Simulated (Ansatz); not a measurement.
**BH2F + H2: a complex and its separated parts**

Aim: how far the complex at one end of a reaction step lies below its separated, relaxed parts, level by level.

The runs use Ansatz 0.2.0, Gaussian basis; PBE0-D4/def2-TZVP structures, single points in def2-TZVPP, no counterpoise correction.

Levels: SPW92, PBE-D4, BLYP-D4, r2SCAN-D4, B97M-V, PBE0-D4, B3LYP-D4, r2SCAN0-D4, BHLYP-D4, CAM-B3LYP-D4, wB97X-V, wB97M-V, B2PLYP, PBE-QIDH, RPA on PBE, Hartree-Fock, MP2, CCSD, CCSD(T).

Cores are frozen in the correlated methods. B3LYP uses VWN-RPA correlation. B2PLYP carries no dispersion term here.

78 further runs of the same task are left out: 78 set aside as unsound or not needed.

## Step 1: Starting geometry

The complex: 6 atoms, charge 0, spin multiplicity 1.

Atoms are counted from 1 here; the program's logs count them from 0.

Bond lengths: B1–F2 1.318 Å, B1–H3 1.197 Å, B1–H4 1.197 Å, H5–H6 0.747 Å. Angles: F2–B1–H3 117.9°, F2–B1–H4 117.9°, H3–B1–H4 124.2°.

Coordinates:

| atom | x (Å) | y (Å) | z (Å) |
| --- | --- | --- | --- |
| B1 | -0.0089 | 0.4958 | -0.7955 |
| F2 | 1.3020 | 0.6293 | -0.7842 |
| H3 | -0.4703 | -0.4507 | -1.3658 |
| H4 | -0.6621 | 1.3376 | -0.2492 |
| H5 | 0.2915 | -0.9842 | 1.6263 |
| H6 | -0.4521 | -1.0277 | 1.5684 |

Its parts: BH2F holds atoms 1, 2, 3, 4; H2 holds atoms 5, 6. Each part counts its atoms afresh in its own runs.

## Step 2: Relaxing BH2F alone

Input file relax-a/in.yaml:

```yaml
crystal:
  periodic: [false, false, false]
  atoms:
    - {symbol: B, position_ang: [-0.008923, 0.495763, -0.795522]}
    - {symbol: F, position_ang: [1.301960, 0.629347, -0.784176]}
    - {symbol: H, position_ang: [-0.470250, -0.450718, -1.365767]}
    - {symbol: H, position_ang: [-0.662149, 1.337576, -0.249193]}
basis:
  gaussian: {orbitals: def2-TZVP}
hamiltonian: {xc: pbe0, dispersion: d4}
relax: {f_tol: 0.005, max_steps: 200}
```

Started as:

```sh
ansatz run in.yaml --threads 2 --pin off --events-out ev --progress --plain --max-ram 4352MiB
```

Log, shortened:

```text
Functional definition: PBE0
  name "PBE0"
  cite "Adamo & Barone, J. Chem. Phys. 110, 6158 (1999) doi:10.1063/1.478522"
  cite "Perdew, Burke & Ernzerhof, Phys. Rev. Lett. 77, 3865 (1996) doi:10.1103/PhysRevLett.77.3865"
  parent pbe
[...]
413 factors; their error is unknown
[...]
mean field -3424.29734610 eV, -125.8406063969 hartree, gradient 1.3e-5 eV, S^2 0.000000; 0 other end points of the search recorded, 0 dependent functions left out
[...]
reference -3424.29737019 eV, -125.8406072823 hartree; 8, 8 occupied and 66, 66 virtual orbitals, 413 factors
[...]
413 factors; their error is unknown
mean field -3424.29759751 eV, -125.8406156362 hartree, gradient 8.7e-6 eV, S^2 0.000000; 1 other end points of the search recorded, 0 dependent functions left out
[...]
reference -3424.29762160 eV, -125.8406165215 hartree; 8, 8 occupied and 66, 66 virtual orbitals, 413 factors
Total energy: -3424.31484105 eV, -125.8412493245 hartree
Atom 0 at    -0.009328     0.498056    -0.799264 Å, force    -0.000161     0.000131    -0.000238 eV/Å
Atom 1 at     1.300784     0.628513    -0.783042 Å, force     0.000238    -0.000020     0.000073 eV/Å
Atom 2 at    -0.469405    -0.451958    -1.364782 Å, force    -0.000052     0.000069     0.000160 eV/Å
Atom 3 at    -0.661413     1.337357    -0.247570 Å, force    -0.000025    -0.000180     0.000005 eV/Å
Dipole moment:    -0.151842    -0.015125    -0.001872 e Å
```

Wall time 2.5 s (2 threads of Arm Neoverse V2, shared host).

Along the way: (the energy doesn't fall at every step)

| step | energy from step 1 (eV) | largest force component (eV/Å) |
| --- | --- | --- |
| 1 | 0.0000 | 0.0624 |
| 2 | 0.0080 | 0.3876 |
| 3 | 0.0001 | 0.1703 |
| 4 | -0.0002 | 0.0270 |
| 5 | -0.0003 | 0.0002 |

Distances of close pairs at the start and the end, largest changes first:

| bond | before (Å) | after (Å) | change (Å) |
| --- | --- | --- | --- |
| B1–F2 | 1.318 | 1.317 | -0.001 |
| B1–H3 | 1.197 | 1.198 | +0.000 |
| B1–H4 | 1.197 | 1.198 | +0.000 |

## Step 3: Relaxing H2 alone

Input file relax-b/in.yaml:

```yaml
crystal:
  periodic: [false, false, false]
  atoms:
    - {symbol: H, position_ang: [0.291463, -0.984155, 1.626270]}
    - {symbol: H, position_ang: [-0.452101, -1.027714, 1.568388]}
basis:
  gaussian: {orbitals: def2-TZVP}
hamiltonian: {xc: pbe0, dispersion: d4}
relax: {f_tol: 0.005, max_steps: 200}
```

Started as:

```sh
ansatz run in.yaml --threads 2 --pin off --events-out ev --progress --plain --max-ram 4352MiB
```

Log, shortened:

```text
[... 5 set-up lines as earlier in the session ...]
[...]
88 factors; their error is unknown
[...]
mean field -31.78863556 eV, -1.1682108097 hartree, gradient 1.7e-5 eV, S^2 0.000000; 0 other end points of the search recorded, 0 dependent functions left out
[...]
reference -31.78866860 eV, -1.1682120241 hartree; 1, 1 occupied and 11, 11 virtual orbitals, 88 factors
Total energy: -31.79027515 eV, -1.1682710636 hartree
Atom 0 at     0.290993    -0.984183     1.626233 Å, force    -0.000859    -0.000050    -0.000067 eV/Å
Atom 1 at    -0.451631    -1.027686     1.568425 Å, force     0.000859     0.000050     0.000067 eV/Å
Dipole moment:    -0.000000     0.000000    -0.000000 e Å
```

Wall time 0.15 s (2 threads of Arm Neoverse V2, shared host).

Step by step:

| step | energy from step 1 (eV) | largest force component (eV/Å) |
| --- | --- | --- |
| 1 | 0.0000 | 0.0347 |
| 2 | 0.0000 | 0.0009 |

The bond:

| bond | before (Å) | after (Å) | change (Å) |
| --- | --- | --- | --- |
| H1–H2 | 0.747 | 0.746 | -0.001 |

## Step 4: SPW92/def2-TZVPP

Input file parta/in.yaml:

```yaml
crystal:
  periodic: [false, false, false]
  atoms:
    - {symbol: B, position_ang: [-0.009328, 0.498056, -0.799264]}
    - {symbol: F, position_ang: [1.300784, 0.628513, -0.783042]}
    - {symbol: H, position_ang: [-0.469405, -0.451958, -1.364782]}
    - {symbol: H, position_ang: [-0.661413, 1.337357, -0.247570]}
basis:
  gaussian: {orbitals: def2-TZVPP}
hamiltonian: {xc: lda}
```

Input file partb/in.yaml:

```yaml
crystal:
  periodic: [false, false, false]
  atoms:
    - {symbol: H, position_ang: [0.290993, -0.984183, 1.626233]}
    - {symbol: H, position_ang: [-0.451631, -1.027686, 1.568425]}
basis:
  gaussian: {orbitals: def2-TZVPP}
hamiltonian: {xc: lda}
```

One command serves all of them, each in its own folder.

Started as:

```sh
ansatz run in.yaml --threads 2 --pin off --events-out ev --progress --plain --max-ram 4352MiB
```

Output in parta, shortened:

```text
Functional definition: SPW92
  name "SPW92"
  cite "Dirac, Proc. Camb. Phil. Soc. 26, 376 (1930) doi:10.1017/S0305004100016108"
  cite "Slater, Phys. Rev. 81, 385 (1951) doi:10.1103/PhysRev.81.385"
  cite "Perdew & Wang, Phys. Rev. B 45, 13244 (1992) doi:10.1103/PhysRevB.45.13244"
[...]
443 factors; their error is unknown
[...]
mean field -3402.21501397 eV, -125.0290956592 hartree, gradient 7.3e-5 eV, S^2 0.000000; 0 other end points of the search recorded, 0 dependent functions left out
reference -3402.21504422 eV, -125.0290967710 hartree; 8, 8 occupied and 82, 82 virtual orbitals, 443 factors
Total energy: -3402.21504422 eV, -125.0290967710 hartree
```

partb printed, shortened:

```text
[... 5 set-up lines as earlier in the session ...]
[...]
118 factors; their error is unknown
[...]
mean field -30.93527967 eV, -1.1368505592 hartree, gradient 4.4e-5 eV, S^2 0.000000; 0 other end points of the search recorded, 0 dependent functions left out
reference -30.93530035 eV, -1.1368513191 hartree; 1, 1 occupied and 27, 27 virtual orbitals, 118 factors
Total energy: -30.93530035 eV, -1.1368513191 hartree
```

Wall times: 0.3 s (parta), 0.1 s (partb) on 2 threads of Arm Neoverse V2, shared host.

## Step 5: PBE-D4/def2-TZVPP

The same edit goes into each in.yaml of step 4 (parta, partb):

```diff
-hamiltonian: {xc: lda}
+hamiltonian: {xc: pbe, dispersion: d4}
```

One command serves all of them, each in its own folder.

Started as:

```sh
ansatz run in.yaml --threads 2 --pin off --events-out ev --progress --plain --max-ram 4352MiB
```

Log of parta, shortened:

```text
Functional definition: PBE
  name "PBE"
[... 2 set-up lines as earlier in the session ...]
[...]
443 factors; their error is unknown
[...]
mean field -3424.05698452 eV, -125.8317732720 hartree, gradient 7.2e-6 eV, S^2 0.000000; 0 other end points of the search recorded, 0 dependent functions left out
reference -3424.05701716 eV, -125.8317744716 hartree; 8, 8 occupied and 82, 82 virtual orbitals, 443 factors
Total energy: -3424.07826752 eV, -125.8325554078 hartree
```

Output in partb, shortened:

```text
[... 4 set-up lines as earlier in the session ...]
[...]
118 factors; their error is unknown
[...]
mean field -31.73221814 eV, -1.1661375077 hartree, gradient 3.1e-5 eV, S^2 0.000000; 0 other end points of the search recorded, 0 dependent functions left out
reference -31.73223981 eV, -1.1661383043 hartree; 1, 1 occupied and 27, 27 virtual orbitals, 118 factors
Total energy: -31.73425903 eV, -1.1662125091 hartree
```

Times: 0.4 s (parta), 0.1 s (partb) on 2 threads of Arm Neoverse V2, shared host.

## Step 6: BLYP-D4/def2-TZVPP

Each input of step 5 (parta, partb) changes in the same lines:

```diff
-hamiltonian: {xc: pbe, dispersion: d4}
+hamiltonian: {xc: {name: BLYP}, dispersion: d4}
```

Each run has its own folder and the same command.

Started as:

```sh
ansatz run in.yaml --threads 2 --pin off --events-out ev --progress --plain --max-ram 4352MiB
```

Log of parta, shortened:

```text
Functional definition: BLYP
  name "BLYP"
  cite "Becke, Phys. Rev. A 38, 3098 (1988) doi:10.1103/PhysRevA.38.3098"
  cite "Lee, Yang & Parr, Phys. Rev. B 37, 785 (1988) doi:10.1103/PhysRevB.37.785"
[...]
443 factors; their error is unknown
[...]
mean field -3427.45115901 eV, -125.9565068838 hartree, gradient 8.1e-5 eV, S^2 0.000000; 0 other end points of the search recorded, 0 dependent functions left out
reference -3427.45141318 eV, -125.9565162245 hartree; 8, 8 occupied and 82, 82 virtual orbitals, 443 factors
Total energy: -3427.50176961 eV, -125.9583667892 hartree
```

Output in partb, shortened:

```text
[... 4 set-up lines as earlier in the session ...]
[...]
118 factors; their error is unknown
[...]
mean field -31.82604609 eV, -1.1695856213 hartree, gradient 8.3e-5 eV, S^2 0.000000; 0 other end points of the search recorded, 0 dependent functions left out
reference -31.82623851 eV, -1.1695926927 hartree; 1, 1 occupied and 27, 27 virtual orbitals, 118 factors
Total energy: -31.83113639 eV, -1.1697726862 hartree
```

Times: 0.4 s (parta), 0.1 s (partb) on 2 threads of Arm Neoverse V2, shared host.

## Step 7: r2SCAN-D4/def2-TZVPP

Each input of step 6 (parta, partb) changes in the same lines:

```diff
-hamiltonian: {xc: {name: BLYP}, dispersion: d4}
+hamiltonian: {xc: r2scan, dispersion: d4}
```

One command serves all of them, each in its own folder.

Started as:

```sh
ansatz run in.yaml --threads 2 --pin off --events-out ev --progress --plain --max-ram 4352MiB
```

Log of parta, shortened:

```text
Functional definition: r2SCAN
  name "r2SCAN"
  cite "Furness, Kaplan, Ning, Perdew & Sun, J. Phys. Chem. Lett. 11, 8208 (2020) doi:10.1021/acs.jpclett.0c02405"
  cite "Furness, Kaplan, Ning, Perdew & Sun, J. Phys. Chem. Lett. 11, 9248 (2020) doi:10.1021/acs.jpclett.0c03077"
  parent r2scan
[...]
443 factors; their error is unknown
[...]
mean field -3426.31601347 eV, -125.9147910546 hartree, gradient 4.8e-5 eV, S^2 0.000000; 0 other end points of the search recorded, 0 dependent functions left out
reference -3426.31602257 eV, -125.9147913891 hartree; 8, 8 occupied and 82, 82 virtual orbitals, 443 factors
Total energy: -3426.32088309 eV, -125.9149700098 hartree
```

partb printed, shortened:

```text
[... 5 set-up lines as earlier in the session ...]
[...]
118 factors; their error is unknown
[...]
mean field -31.87205336 eV, -1.1712763574 hartree, gradient 4.1e-5 eV, S^2 0.000000; 0 other end points of the search recorded, 0 dependent functions left out
reference -31.87205998 eV, -1.1712766006 hartree; 1, 1 occupied and 27, 27 virtual orbitals, 118 factors
Total energy: -31.87256136 eV, -1.1712950260 hartree
```

They took 0.9 s (parta), 0.35 s (partb) on 2 threads of Arm Neoverse V2, shared host.

## Step 8: B97M-V/def2-TZVPP

The same edit goes into each in.yaml of step 7 (parta, partb):

```diff
-hamiltonian: {xc: r2scan, dispersion: d4}
+hamiltonian: {xc: {name: B97M-V}}
```

Each run has its own folder and the same command.

Started as:

```sh
ansatz run in.yaml --threads 2 --pin off --events-out ev --progress --plain --max-ram 4352MiB
```

Log of parta, shortened:

```text
Functional definition: B97M-V
  name "B97M-V"
  cite "Mardirossian & Head-Gordon, J. Chem. Phys. 142, 074111 (2015) doi:10.1063/1.4907719"
  cite "Becke, J. Chem. Phys. 107, 8554 (1997) doi:10.1063/1.475007"
  cite "Vydrov & Van Voorhis, J. Chem. Phys. 133, 244103 (2010) doi:10.1063/1.3521275"
  # Of w^i u^j: cxij and so on, Table III.
[...]
  gx(w, u) = cx00 + cx01*u + cx02*u^2 + (cx10 + cx11*u)*w
[...]
  gos(w, u) = cos00 + cos01*u + cos03*u^3 + cos10*w + cos32*w^3*u^2
[...]
      + integral(e_c_pw_mod_opposite_spin*gos(b97_w_opposite, b97_u_opposite)) + vv10(b, c)
443 factors; their error is unknown
[...]
mean field -3427.26319442 eV, -125.9495993126 hartree, gradient 3.6e-5 eV, S^2 0.000000; 0 other end points of the search recorded, 0 dependent functions left out
reference -3427.26324005 eV, -125.9496009892 hartree; 8, 8 occupied and 82, 82 virtual orbitals, 443 factors
Total energy: -3427.26324005 eV, -125.9496009892 hartree
```

Log of partb, shortened:

```text
[... 5 set-up lines as earlier in the session ...]
  # Of w^i u^j: cxij and so on, Table III.
[...]
  gx(w, u) = cx00 + cx01*u + cx02*u^2 + (cx10 + cx11*u)*w
  gss(w, u) = css00 + css02*u^2 + css10*w + (css32*w^3 + css42*w^4)*u^2
  gos(w, u) = cos00 + cos01*u + cos03*u^3 + cos10*w + cos32*w^3*u^2
[...]
      + integral(e_c_pw_mod_opposite_spin*gos(b97_w_opposite, b97_u_opposite)) + vv10(b, c)
118 factors; their error is unknown
[...]
mean field -31.90530019 eV, -1.1724981559 hartree, gradient 8.2e-6 eV, S^2 0.000000; 0 other end points of the search recorded, 0 dependent functions left out
reference -31.90532987 eV, -1.1724992467 hartree; 1, 1 occupied and 27, 27 virtual orbitals, 118 factors
Total energy: -31.90532987 eV, -1.1724992467 hartree
```

They took 1.7 s (parta), 0.25 s (partb) on 2 threads of Arm Neoverse V2, shared host.

## Step 9: PBE0-D4/def2-TZVPP

The same edit goes into each in.yaml of step 8 (parta, partb):

```diff
-hamiltonian: {xc: {name: B97M-V}}
+hamiltonian: {xc: pbe0, dispersion: d4}
+output: {orbitals: {seedname: orbitals}}
```

One command serves all of them, each in its own folder.

Started as:

```sh
ansatz run in.yaml --threads 2 --pin off --events-out ev --progress --plain --max-ram 4352MiB
```

Output in parta, shortened:

```text
[... 5 set-up lines as earlier in the session ...]
[...]
443 factors; their error is unknown
[...]
mean field -3424.30706833 eV, -125.8409636823 hartree, gradient 3.6e-5 eV, S^2 0.000000; 0 other end points of the search recorded, 0 dependent functions left out
reference -3424.30709224 eV, -125.8409645609 hartree; 8, 8 occupied and 82, 82 virtual orbitals, 443 factors
Total energy: -3424.32431168 eV, -125.8415973639 hartree
```

Log of partb, shortened:

```text
[... 5 set-up lines as earlier in the session ...]
[...]
118 factors; their error is unknown
[...]
mean field -31.79610821 eV, -1.1684854245 hartree, gradient 5.5e-5 eV, S^2 0.000000; 0 other end points of the search recorded, 0 dependent functions left out
reference -31.79612420 eV, -1.1684860122 hartree; 1, 1 occupied and 27, 27 virtual orbitals, 118 factors
Total energy: -31.79773075 eV, -1.1685450517 hartree
```

Wall times: 0.5 s (parta), 0.1 s (partb) on 2 threads of Arm Neoverse V2, shared host.

## Step 10: B3LYP-D4/def2-TZVPP

The same edit goes into each in.yaml of step 9 (parta, partb):

```diff
-hamiltonian: {xc: pbe0, dispersion: d4}
-output: {orbitals: {seedname: orbitals}}
+hamiltonian: {xc: {name: B3LYP}, dispersion: d4}
```

Each run has its own folder and the same command.

Started as:

```sh
ansatz run in.yaml --threads 2 --pin off --events-out ev --progress --plain --max-ram 4352MiB
```

parta printed, shortened:

```text
Functional definition: B3LYP
  name "B3LYP"
  cite "Stephens, Devlin, Chabalowski & Frisch, J. Phys. Chem. 98, 11623 (1994) doi:10.1021/j100096a001"
[... 2 set-up lines as earlier in the session ...]
  cite "Vosko, Wilk & Nusair, Can. J. Phys. 58, 1200 (1980) doi:10.1139/p80-159"
[...]
443 factors; their error is unknown
[...]
mean field -3428.32140940 eV, -125.9884879958 hartree, gradient 3.1e-5 eV, S^2 0.000000; 0 other end points of the search recorded, 0 dependent functions left out
reference -3428.32159949 eV, -125.9884949816 hartree; 8, 8 occupied and 82, 82 virtual orbitals, 443 factors
Total energy: -3428.35590108 eV, -125.9897555417 hartree
```

Output in partb, shortened:

```text
[... 6 set-up lines as earlier in the session ...]
[...]
118 factors; their error is unknown
[...]
mean field -32.10923040 eV, -1.1799924530 hartree, gradient 4.5e-5 eV, S^2 0.000000; 0 other end points of the search recorded, 0 dependent functions left out
reference -32.10937251 eV, -1.1799976751 hartree; 1, 1 occupied and 27, 27 virtual orbitals, 118 factors
Total energy: -32.11252358 eV, -1.1801134748 hartree
```

Times: 0.45 s (parta), 0.1 s (partb) on 2 threads of Arm Neoverse V2, shared host.

## Step 11: r2SCAN0-D4/def2-TZVPP

Each input of step 10 (parta, partb) changes in the same lines:

```diff
-hamiltonian: {xc: {name: B3LYP}, dispersion: d4}
+hamiltonian: {xc: {name: r2SCAN0}, dispersion: d4}
```

One command serves all of them, each in its own folder.

Started as:

```sh
ansatz run in.yaml --threads 2 --pin off --events-out ev --progress --plain --max-ram 4352MiB
```

Output in parta, shortened:

```text
Functional definition: r2SCAN0
  name "r2SCAN0"
  cite "Bursch, Neugebauer, Ehlert & Grimme, J. Chem. Phys. 156, 134105 (2022) doi:10.1063/5.0086040"
[... 3 set-up lines as earlier in the session ...]
[...]
443 factors; their error is unknown
[...]
mean field -3425.95839568 eV, -125.9016488432 hartree, gradient 3.4e-5 eV, S^2 0.000000; 0 other end points of the search recorded, 0 dependent functions left out
reference -3425.95840268 eV, -125.9016491004 hartree; 8, 8 occupied and 82, 82 virtual orbitals, 443 factors
Total energy: -3425.96394314 eV, -125.9018527085 hartree
```

Output in partb, shortened:

```text
[... 6 set-up lines as earlier in the session ...]
[...]
118 factors; their error is unknown
[...]
mean field -31.85187443 eV, -1.1705347955 hartree, gradient 1.4e-5 eV, S^2 0.000000; 0 other end points of the search recorded, 0 dependent functions left out
reference -31.85187956 eV, -1.1705349839 hartree; 1, 1 occupied and 27, 27 virtual orbitals, 118 factors
Total energy: -31.85242093 eV, -1.1705548789 hartree
```

Wall times: 0.9 s (parta), 0.3 s (partb) on 2 threads of Arm Neoverse V2, shared host.

## Step 12: BHLYP-D4/def2-TZVPP

Each input of step 11 (parta, partb) changes in the same lines:

```diff
-hamiltonian: {xc: {name: r2SCAN0}, dispersion: d4}
+hamiltonian: {xc: {name: BHLYP}, dispersion: d4}
```

One command serves all of them, each in its own folder.

Started as:

```sh
ansatz run in.yaml --threads 2 --pin off --events-out ev --progress --plain --max-ram 4352MiB
```

parta printed, shortened:

```text
Functional definition: BHLYP
  name "BHLYP"
  cite "Becke, J. Chem. Phys. 98, 1372 (1993) doi:10.1063/1.464304"
[... 2 set-up lines as earlier in the session ...]
[...]
502 factors; their error is unknown
[...]
mean field -3426.80152682 eV, -125.9326333412 hartree, gradient 7.0e-5 eV, S^2 0.000000; 0 other end points of the search recorded, 0 dependent functions left out
reference -3426.80165468 eV, -125.9326380400 hartree; 8, 8 occupied and 82, 82 virtual orbitals, 502 factors
Total energy: -3426.82404991 eV, -125.9334610493 hartree
```

Log of partb, shortened:

```text
[... 5 set-up lines as earlier in the session ...]
[...]
118 factors; their error is unknown
[...]
mean field -31.83806198 eV, -1.1700271970 hartree, gradient 5.6e-5 eV, S^2 0.000000; 0 other end points of the search recorded, 0 dependent functions left out
reference -31.83815754 eV, -1.1700307088 hartree; 1, 1 occupied and 27, 27 virtual orbitals, 118 factors
Total energy: -31.83990112 eV, -1.1700947843 hartree
```

They took 0.45 s (parta), 0.1 s (partb) on 2 threads of Arm Neoverse V2, shared host.

## Step 13: CAM-B3LYP-D4/def2-TZVPP

The same edit goes into each in.yaml of step 12 (parta, partb):

```diff
-hamiltonian: {xc: {name: BHLYP}, dispersion: d4}
+hamiltonian: {xc: {name: CAM-B3LYP}, dispersion: d4}
```

The same command starts each run, in its folder.

Started as:

```sh
ansatz run in.yaml --threads 2 --pin off --events-out ev --progress --plain --max-ram 4352MiB
```

Output in parta, shortened:

```text
Functional definition: CAM-B3LYP
  name "CAM-B3LYP"
  cite "Yanai, Tew & Handy, Chem. Phys. Lett. 393, 51 (2004) doi:10.1016/j.cplett.2004.06.011"
  cite "Iikura, Tsuneda, Yanai & Hirao, J. Chem. Phys. 115, 3540 (2001) doi:10.1063/1.1383587"
[... 2 set-up lines as earlier in the session ...]
[...]
  # Exact exchange under (alpha + beta erf(omega r))/r, Becke's under what is left of 1/r.
[...]
443 factors; their error is unknown
120 factors; integrals over basis functions are off by at most 1.8e-5 eV
[...]
mean field -3426.99930110 eV, -125.9399014118 hartree, gradient 8.6e-5 eV, S^2 0.000000; 0 other end points of the search recorded, 0 dependent functions left out
reference -3426.99939373 eV, -125.9399048161 hartree; 8, 8 occupied and 82, 82 virtual orbitals, 443 factors
Total energy: -3427.01621843 eV, -125.9405231121 hartree
```

Log of partb, shortened:

```text
[... 6 set-up lines as earlier in the session ...]
[...]
  # Exact exchange under (alpha + beta erf(omega r))/r, Becke's under what is left of 1/r.
[...]
118 factors; their error is unknown
42 factors; integrals over basis functions are off by at most 6.3e-5 eV
[...]
mean field -31.88030478 eV, -1.1715795913 hartree, gradient 6.4e-5 eV, S^2 0.000000; 0 other end points of the search recorded, 0 dependent functions left out
reference -31.88037472 eV, -1.1715821615 hartree; 1, 1 occupied and 27, 27 virtual orbitals, 118 factors
Total energy: -31.88188811 eV, -1.1716377777 hartree
```

They took 0.5 s (parta), 0.15 s (partb) on 2 threads of Arm Neoverse V2, shared host.

[end of part 1 of 2]
